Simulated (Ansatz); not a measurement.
# Ti4C4N: the cost of one run

Computed with Ansatz 0.2.0 (DFT r2SCAN, scalar-relativistic, plane waves, PAW, unless a step's input says otherwise).

3 further runs of the same task are left out: 3 set aside as unsound or not needed.

**1. Starting point**

Symmetry: P3m1, No. 156, trigonal system. The conventional cell has a = 3.060 Å, b = 3.060 Å, c = 25.746 Å, α = 90.00°, β = 90.00°, γ = 120.00°. C (site symmetry 3m) is surrounded by 3 Ti at 2.16 Å. Ti (site symmetry 3m) is surrounded by 6 C at 2.16 Å. C (site symmetry 3m) has 6 Ti at 2.16 Å in its first shell of neighbours. Around C (site symmetry 3m) lie 6 Ti at 2.13 to 2.16 Å. Around Ti (site symmetry 3m) lie 6 C at 2.13 to 2.24 Å. Around C (site symmetry 3m) lie 6 Ti at 2.04 to 2.24 Å. Ti (site symmetry 3m) has 3 C at 2.04 Å in its first shell of neighbours.

As a file:

```cif
data_structure
_symmetry_space_group_name_H-M 'P3m1'
_symmetry_Int_Tables_number 156
_cell_length_a 3.0604
_cell_length_b 3.0604
_cell_length_c 25.7457
_cell_angle_alpha 90.000
_cell_angle_beta 90.000
_cell_angle_gamma 120.000
_cell_volume 208.82
loop_
_atom_site_label
_atom_site_type_symbol
_atom_site_symmetry_multiplicity
_atom_site_Wyckoff_symbol
_atom_site_fract_x
_atom_site_fract_y
_atom_site_fract_z
_atom_site_occupancy
C1 C 1 b 0.33333 0.66667 0.33015 1
Ti1 Ti 1 c 0.66667 0.33333 0.37868 1
C2 C 1 a 0.00000 0.00000 0.42721 1
Ti2 Ti 1 b 0.33333 0.66667 0.47574 1
C3 C 1 c 0.66667 0.33333 0.52429 1
Ti3 Ti 1 a 0.00000 0.00000 0.57072 1
C4 C 1 b 0.33333 0.66667 0.62426 1
Ti4 Ti 1 c 0.66667 0.33333 0.66423 1
```

Planes are indexed in the bulk's conventional cell (Fm-3m (No. 225)), a = 4.328 Å, b = 4.328 Å, c = 4.328 Å, α = 90.00°, β = 90.00°, γ = 90.00°.

It is a (111) slab, 8.7 Å thick as cut, with 17 Å of vacuum; its outer planes are Ti (top) and C (bottom). An earlier relaxation, lower half held, gave -11025.8129 eV, work function 4.76 eV (top face), 6.87 eV (bottom face), dipole along +c 0.095 e·Å per cell.

**2. N at the top (Ti) site**

Input file input.yaml:

```yaml
crystal:
  lattice:
    - [3.060358149, 0.0, 0.0]
    - [-1.5301790745, 2.6503479017, 0.0]
    - [0.0, 0.0, 27.7457018777]
  atoms:
    - { symbol: C, position: [0.3333333333, 0.6666666667, 0.3063537566] }
    - { symbol: Ti, position: [0.6666666667, 0.3333333333, 0.3513836495] }
    - { symbol: C, position: [0.0, 0.0, 0.3964135423] }
    - { symbol: Ti, position: [0.3333333333, 0.6666666667, 0.4414434351] }
    - { symbol: C, position: [0.6666666667, 0.3333333333, 0.4864946011] }
    - { symbol: Ti, position: [0.0, 0.0, 0.5295768637] }
    - { symbol: C, position: [0.3333333333, 0.6666666667, 0.5792580203] }
    - { symbol: Ti, position: [0.6666666667, 0.3333333333, 0.6163519838] }
    - { symbol: "N", position: [0.6666666667, 0.3333333333, 0.6999685385] }
basis:
  ecutwfc: 500
kpoints:
  mp_grid: { grid: [12, 12, 1] }
hamiltonian:
  xc: r2scan
scf:
  occupations: { method: gaussian, width: 0.1 }
output:
  forces: true
  eigenvalues: true
  write_density: true
  write_potential: true
  elf: true
  volumetric_format: npy
relax:
  adjacent_minimum: "off"
  f_tol: 0.03
  max_steps: 70
  constraints: [{ sites: [0, 1, 2, 3] }]
efield:
  axis: 3
  dipole_correction: true
  ramp_width: 0.04
```

Launch:

```bash
$ ansatz run input.yaml --threads 2 --pin off --max-ram 5120MiB --backend cpu --events-out ev --progress --plain --runs-dir out
```

What time and memory should one allow on 2 threads of Intel Xeon 6975P-C (Granite Rapids), shared host?

About 95 s, with a peak of 1.1 GiB.
